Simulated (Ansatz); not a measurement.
Here is an Ansatz 0.2.0 calculation.

input.yaml

```yaml
crystal:
  lattice:
    - [3.2749581521, 0.0, 0.0]
    - [-1.6374790761, 2.8361969561, 0.0]
    - [0.0, 0.0, 30.254777]
  atoms:
    - { symbol: W, position: [0.3333333333, 0.6666666667, 0.0] }
    - { symbol: W, position: [0.0, 0.0, 0.231337] }
    - { symbol: W, position: [0.0, 0.0, 0.768663] }
    - { symbol: Se, position: [0.3333333333, 0.6666666667, 0.287542] }
    - { symbol: Se, position: [0.3333333333, 0.6666666667, 0.824864] }
    - { symbol: Se, position: [0.3333333333, 0.6666666667, 0.175136] }
    - { symbol: Se, position: [0.3333333333, 0.6666666667, 0.712458] }
    - { symbol: S, position: [0.0, 0.0, 0.948974] }
    - { symbol: S, position: [0.0, 0.0, 0.051026] }
kpoints:
  mp_grid: { grid: [9, 9, 1] }
scf:
  occupations: { method: fermi_dirac, width: 0.05 }
hamiltonian:
  xc: pbesol
  pseudopotentials: { kind: all_electron, lapw: { basis_error: 0.001 } }
output:
  forces: true
  stress: true
  eigenvalues: true
  populations: true
```

Potentials or basis: all-electron LAPW, scalar-relativistic.

Launch:

```console
$ ansatz run input.yaml --threads 8 --pin off --max-ram 24576MiB --backend cpu --events-out ev --progress --plain --runs-dir out
```

Question: What does it give for the largest force?

Answer: 0.502 eV/Å.

Question: What does it give for the band gap on the k mesh?

Answer: 0.71 eV, direct.

Forces in eV/Å, atoms in the order of the input:
```
W    0.000  0.000  0.000
W    0.000  0.000  0.006
W    0.000  0.000 -0.006
Se   0.000  0.000 -0.502
Se   0.000  0.000 -0.466
Se   0.000  0.000  0.466
Se   0.000  0.000  0.502
S    0.000  0.000  0.377
S    0.000  0.000 -0.377
```

Caveat: spin-orbit coupling is left out, which moves the levels of the heavy elements.
